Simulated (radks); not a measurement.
# Ti³⁺ in [Ar] 4d1: an all-electron calculation

An exercise on one series of results from a longer session: the logs are not shown, and one member is left open.

The numbers are computed with radks (a radial shooting solver on a logarithmic mesh, Libxc functionals) version 1 (Dirac Kohn-Sham, PBEsol, spin-unpolarised, spherical densities, finite nucleus; open shells fill j = l - 1/2 first), except any that are marked as measured or tabulated.

## The atom as given

```
element            : titanium (Z = 22)
charge             : +3
electrons          : 19
configuration      : [Ar] 4d1
nuclear rms radius : 3.5921 fm
```

The first run:

Input:

```text
Z 22
configuration [Ar] 4d1 4s0 3d0
relativity Dirac
functional pbe_sol,pbe_sol
spin unpolarised
j_filling energy
nucleus finite rms 3.5921 fm
c 137.035999084
```

One table of the session follows, with a row left open; its other results are not shown here.

It belongs to the step «Radial structure». From the orbitals of this run (lengths in bohr):

| level | <r> | outermost maximum (interpolated) | 90 % within | nodes |
| --- | --- | --- | --- | --- |
| 1s1/2 | 0.06965 | 0.0456 | 0.124 | 0 |
| 2s1/2 | 0.3251 | 0.269 | 0.505 | 1 |
| 2p1/2 | 0.2883 | 0.218 | 0.475 | 0 |
| 2p3/2 | ? | ? | ? | ? |
| 3s1/2 | 0.9775 | 0.859 | 1.45 | 2 |
| 3p1/2 | 1.026 | 0.879 | 1.56 | 1 |
| 3p3/2 | 1.033 | 0.885 | 1.57 | 1 |
| 3d3/2 | 1.162 | 0.884 | 1.89 | 0 |
| 3d5/2 | 1.164 | 0.885 | 1.89 | 0 |
| 4s1/2 | 2.533 | 2.29 | 3.66 | 3 |
| 4d3/2 | 3.577 | 3.34 | 5.19 | 1 |
| 4d5/2 | 3.580 | 3.34 | 5.20 | 1 |

**Question.** Estimate the row for 2p3/2.

**Answer.** <r>: 0.2909; outermost maximum (interpolated): 0.220; 90 % within: 0.478; nodes: 0. In the column «<r>» it lies between 2p1/2 (0.2883) and 2s1/2 (0.3251).
